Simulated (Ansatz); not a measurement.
# BC2: the cost of one run

Method: DFT PBE, scalar-relativistic, plane waves, PAW, in Ansatz 0.2.0.

## Step 1: Starting point

Symmetry: P2, No. 3, monoclinic system. The conventional cell has a = 4.660 Å, b = 2.349 Å, c = 4.942 Å, α = 90.00°, β = 108.86°, γ = 90.00°. B (site symmetry 1) has 1 C at 1.03 Å as nearest neighbours. C (site symmetry 1) has 1 B at 1.03 Å as nearest neighbours. C (site symmetry 1) has 1 C at 1.52 Å and 1 B at 1.64 Å as nearest neighbours.

As a file:

```xyz
6
Lattice="4.6603 0.0000 0.0000 0.0000 2.3488 0.0000 -1.5974 0.0000 4.6768" Properties=species:S:1:pos:R:3 pbc="T T T"
B     0.4303    0.5872    0.6570
B     2.6327    0.5872    4.0198
C     0.9939    0.5872    1.5176
C     2.0690    0.5872    3.1592
C     1.6158    1.6494    0.2583
C     1.4471    1.6494    4.4185
```

## Step 2: Rough relaxation on the coarse mesh

input.yaml

```yaml
crystal:
  lattice:
    - [4.660298044, 0.0, 0.0]
    - [0.0, 2.3488238412, 0.0]
    - [-1.5973553751, 0.0, 4.6768003127]
  atoms:
    - { symbol: B, position: [0.1404759208, 0.25, 0.1404759208] }
    - { symbol: B, position: [0.8595240792, 0.25, 0.8595240792] }
    - { symbol: C, position: [0.3244965697, 0.25, 0.3244965697] }
    - { symbol: C, position: [0.6755034303, 0.25, 0.6755034303] }
    - { symbol: C, position: [0.3656546921, 0.7022038972, 0.0552348588] }
    - { symbol: C, position: [0.6343453079, 0.7022038972, 0.9447651412] }
basis:
  ecutwfc: 420
kpoints:
  mp_grid: { grid: [4, 8, 4] }
hamiltonian:
  xc: pbe
scf:
  occupations: { method: gaussian, width: 0.1 }
  lower_state_search: "off"
output:
  forces: true
  stress: true
  eigenvalues: true
relax:
  adjacent_minimum: "off"
  f_tol: 0.04
  max_steps: 70
  cell: { stress_tol: 0.4 }
```

Started as:

```bash
> ansatz run input.yaml --threads 1 --pin off --max-ram 2560MiB --backend cpu --events-out ev --progress --plain --runs-dir out
```

Q: Estimate wall time and peak memory on 1 thread of an x86-64 CPU, shared host.

About 2.3 min, with a peak of 0.38 GiB.
